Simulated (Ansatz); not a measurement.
**Sc3In: a single-point run**

Wanted: a converged single-point run for Sc3In, and a check of what comes out. The structure is shown as the input types it.

Program: Ansatz 0.2.0. Level of theory: DFT, LDA, all-electron PAW with datasets made for the crystal, scalar-relativistic. These are calculated values, not measurements.

## (1) The structure to begin with

The structure is cubic, space group Pm-3m (No. 221). The conventional cell has a = 4.395 Å, b = 4.395 Å, c = 4.395 Å, α = 90.00°, β = 90.00°, γ = 90.00°. Sc (site symmetry 4/mmm) is surrounded by 8 Sc at 3.11 Å and 4 In at 3.11 Å. In (site symmetry m-3m) has 12 Sc at 3.11 Å as nearest neighbours.

Coordinates:

```
CELL_PARAMETERS angstrom
4.39480 0.00000 0.00000
0.00000 4.39480 0.00000
0.00000 0.00000 4.39480
ATOMIC_POSITIONS crystal
Sc 0.50000 0.50000 0.00000
Sc 0.50000 0.00000 0.50000
Sc 0.00000 0.50000 0.50000
In 0.00000 0.00000 0.00000
```

## (2) Input and run

Input file input.yaml:

```yaml
crystal:
  lattice:
    - [4.3948039306, 0.0, 0.0]
    - [0.0, 4.3948039306, 0.0]
    - [0.0, 0.0, 4.3948039306]
  atoms:
    - { symbol: Sc, position: [0.5, 0.5, 0.0], spin: 1.0 }
    - { symbol: Sc, position: [0.5, 0.0, 0.5], spin: 1.0 }
    - { symbol: Sc, position: [0.0, 0.5, 0.5], spin: 1.0 }
    - { symbol: In, position: [0.0, 0.0, 0.0] }
magnetization:
  spin_polarized: true
kpoints:
  mp_grid: { grid: [8, 7, 9] }
scf:
  occupations: { method: fermi_dirac, width: 0.05 }
  max_iter: 100
hamiltonian:
  xc: lda
  pseudopotentials: { kind: all_electron, datasets: crystal }
output:
  forces: true
  stress: true
  eigenvalues: true
  efg: { contact_densities: true }
```

Launch:

```
$ ansatz run input.yaml --threads 1 --pin off --max-ram 3072MiB --backend cpu --events-out ev --progress --plain --runs-dir out
```

What happens when this is run?

The run converged and reported no error, with warnings (crystal datasets made, gradients without spin orbit, seeded moment not kept). Its log warns: «crystal.symmetry: narrowed to the stabiliser of the k-point mesh — unitary ops 48 → 8; excluded 40 operations that carry a point of the 8×7×9 mesh (shift [0, 0 ...»

In the input, kpoints.mp_grid.grid is [8, 7, 9]. What could go wrong: uneven k-mesh. It still converged here, which does not make the setting sound.

The test: set kpoints.mp_grid.grid to [8, 8, 8].
